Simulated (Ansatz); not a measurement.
# ClF4HOW: the cost of one run

Program: Ansatz 0.2.0, Gaussian basis. Level of theory: the settings change from run to run. These are calculated values, not measurements.

## Step 1: The molecule

The structure was relaxed beforehand with PBE0-D4 in a triple-zeta def2 set. W takes a core potential in def2 sets; no spin-orbit term is included.

SMILES `[OH][W]([F])([F])([F])([F])[Cl]`, 8 atoms, charge 0, spin multiplicity 1.

Atoms are counted from 1 here; the program's logs count them from 0.

Bond lengths: O1–W2 1.836 Å, O1–H8 0.959 Å, W2–F3 1.847 Å, W2–F4 1.847 Å, W2–F5 1.845 Å, W2–F6 1.862 Å, W2–Cl7 2.269 Å. Angles: W2–O1–H8 142.7°, O1–W2–F3 92.6°, O1–W2–F4 92.5°, O1–W2–F5 172.0°, O1–W2–F6 86.9°, O1–W2–Cl7 94.4°, F3–W2–F4 174.8°, F3–W2–F5 87.4°, F3–W2–F6 89.7°, F3–W2–Cl7 90.2°, F4–W2–F5 87.4°, F4–W2–F6 89.7°, F4–W2–Cl7 90.2°, F5–W2–F6 85.1°, F5–W2–Cl7 93.6°, F6–W2–Cl7 178.7°.

## Step 2: B3LYP/def2-SVPD

in.yaml

```yaml
crystal:
  periodic: [false, false, false]
  atoms:
    - {symbol: O, position_ang: [-0.398658, -1.432869, 0.401801]}
    - {symbol: W, position_ang: [0.122902, 0.247923, -0.120257]}
    - {symbol: F, position_ang: [1.397573, 0.356102, 1.211373]}
    - {symbol: F, position_ang: [-1.123996, 0.301561, -1.481180]}
    - {symbol: F, position_ang: [0.469497, 2.024336, -0.479977]}
    - {symbol: F, position_ang: [-1.155915, 0.903175, 1.063848]}
    - {symbol: Cl, position_ang: [1.693951, -0.501730, -1.576003]}
    - {symbol: H, position_ang: [-1.005363, -1.898498, 0.980395]}
basis:
  gaussian: {orbitals: def2-SVPD}
hamiltonian: {xc: {name: B3LYP}}
output: {forces: true}
```

Launch:

```
ansatz run in.yaml --threads 4 --pin off --events-out ev --progress --plain --max-ram 11315MiB
```

Q: Estimate wall time and peak memory on 4 threads of Arm Neoverse V1, shared host.

About 5.5 s, with a peak of 0.63 GiB.
